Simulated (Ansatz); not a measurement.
I need harmonic frequencies at the relaxed geometry of BeH (charge -1). Use Ansatz 0.2.0 through its Python package. Level of theory (for the species named): PBE0, cc-pVDZ basis, multiplicity 1, D4 dispersion.

```yaml
atoms:
  - { symbol: Be, position_ang: [0.0000, 0.0000, 0.0000] }
  - { symbol: H, position_ang: [0.0000, 0.0000, 1.3800] }
```

`freq_beh.py`
```python
import argparse

import ansatz
from ase import Atoms
import numpy as np

parser = argparse.ArgumentParser(description='Harmonic frequencies of BeH(-) at its relaxed geometry.')
parser.add_argument('--basis-set', default='cc-pVDZ', help='Gaussian basis set')
parser.add_argument('--xc', required=True, help='exchange-correlation functional')
parser.add_argument('--vdw', default='d4', help='dispersion correction')
parser.add_argument('--charge', type=int, default=-1, help='electrons removed')
args = parser.parse_args()


def main() -> None:
    atoms = Atoms(['Be', 'H'], positions=[
        (0.0, 0.0, 0.0),
        (0.0, 0.0, 1.38),
    ])
    geometry = ansatz.Crystal.molecule_from_ase(atoms)

    job = (
        geometry.calculation()
        .basis(gaussian=args.basis_set)
        .functional(args.xc, dispersion=args.vdw)
        .charge(args.charge)
        .accuracy('medium')
    )
    symbols = [site.symbol for site in geometry.cartesian_sites]
    start = np.array([site.position_ang for site in geometry.cartesian_sites], dtype=float)
    summary = job.relax(force_tolerance=0.003).run(threads=1).report
    end = np.array(summary['positions_ang'])

    print('final positions (A) and the move of each atom')
    for symbol, xyz, old in zip(symbols, end, start):
        print(f'{symbol:2s} {xyz[0]:10.5f} {xyz[1]:10.5f} {xyz[2]:10.5f}   {np.linalg.norm(xyz - old):7.4f}')

    minimum = ansatz.Crystal.molecule()
    for symbol, place in zip(symbols, end):
        minimum = minimum.atom(symbol, place.tolist())
    vibrating = (
        minimum.calculation()
        .basis(gaussian=args.basis_set)
        .functional(args.xc, dispersion=args.vdw)
        .charge(args.charge)
        .accuracy('medium')
        .phonons(temperatures=(200, 600, 100))
    )
    vib = vibrating.run(threads=1).report['vibrations']
    sums = vib['harmonic_sums']
    modes = [m['omega_inv_cm'] for m in sums['modes_at_gamma'] if m['rigid_motion'] == 'no']
    print('frequencies (1/cm):', ' '.join(f'{w:.0f}' for w in modes))
    print('imaginary modes:', sum(w < 0 for w in modes), ' zero-point energy:', round(sums['zero_point_energy_ev'], 4), 'eV')
    print('T (K)   F_vib (eV)   S_vib (meV/K)   C_vib (meV/K)')
    for row in zip(sums['temperatures_k'], sums['vibrational_free_energy_ev'], vib['entropy_ev_per_k'], vib['heat_capacity_ev_per_k']):
        print(f'{row[0]:6.1f} {row[1]:11.4f} {1000 * row[2]:13.4f} {1000 * row[3]:15.4f}')

    heavier = vibrating.phonons(masses={'H': 2.014102}).run(threads=1).report['vibrations']['harmonic_sums']
    print('deuterated (1/cm):', ' '.join(f'{m["omega_inv_cm"]:.0f}' for m in heavier['modes_at_gamma'] if m['rigid_motion'] == 'no'))
    print('zero-point energy falls by', round(sums['zero_point_energy_ev'] - heavier['zero_point_energy_ev'], 4), 'eV')


if __name__ == '__main__':
    main()
```

```console
$ python freq_beh.py --xc pbe0
final positions (A) and the move of each atom
Be   -0.00000   -0.00000   -0.05733    0.0573
H     0.00000    0.00000    1.43733    0.0573
frequencies (1/cm): 1433
imaginary modes: 0  zero-point energy: 0.0888 eV
T (K)   F_vib (eV)   S_vib (meV/K)   C_vib (meV/K)
 200.0      0.0888        0.0000          0.0003
 300.0      0.0888        0.0007          0.0042
 400.0      0.0886        0.0031          0.0134
 500.0      0.0881        0.0072          0.0245
 600.0      0.0872        0.0127          0.0350
deuterated (1/cm): 1064
zero-point energy falls by 0.0229 eV
```

What to keep in mind:
- These settings explore the input space; basis and method may be short of convergence.
- The frequencies are harmonic and unscaled, in a modest basis.
- Anions want diffuse functions, which this basis lacks.
- Wall time of the script: 3.4 s on 1 thread of AMD EPYC 7B13 (Zen 3) (shared host), peak memory 0.16 GiB.
